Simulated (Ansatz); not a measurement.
The system is AlSn.

```
Sn Al
1.0
     4.19811    0.00000    0.00000
    -2.09905    3.63567    0.00000
     0.00000    0.00000    3.30685
Sn Al
1 1
Cartesian
  0.0000 2.4238 1.6534
  0.0000 0.0000 0.0000
```

The cell comes from a database or a generator and needn't be the stable form of this composition.

Base run:

* Program: Ansatz 0.2.0
* Functional: PBE
* Potentials or basis: Ansatz PAW
* Cutoff: 420 eV
* Density cutoff: 1680 eV
* k mesh: 7 × 7 × 8
* Occupations: fermi-dirac, width 0.05 eV
* Spin: no spin polarisation

Its results: band gap on the k mesh none (metal or under the smearing width); pressure 0.2 GPa.

**Question.** The run is repeated on the same cell with these changes: functional from PBE to BLYP. What comes out?

**Answer.** Band gap on the k mesh none (metal or under the smearing width); pressure 3.7 GPa.

BLYP binds less tightly than PBE, so the same cell stands under more pressure.

Caveats: the potentials were made for another functional, which shifts forces and pressure (some runs); the PAW data sets come from PBE, with cores solved anew for the run's functional, which leaves a small shift of forces and pressure (some runs).

Not every run made on this cell is shown here.
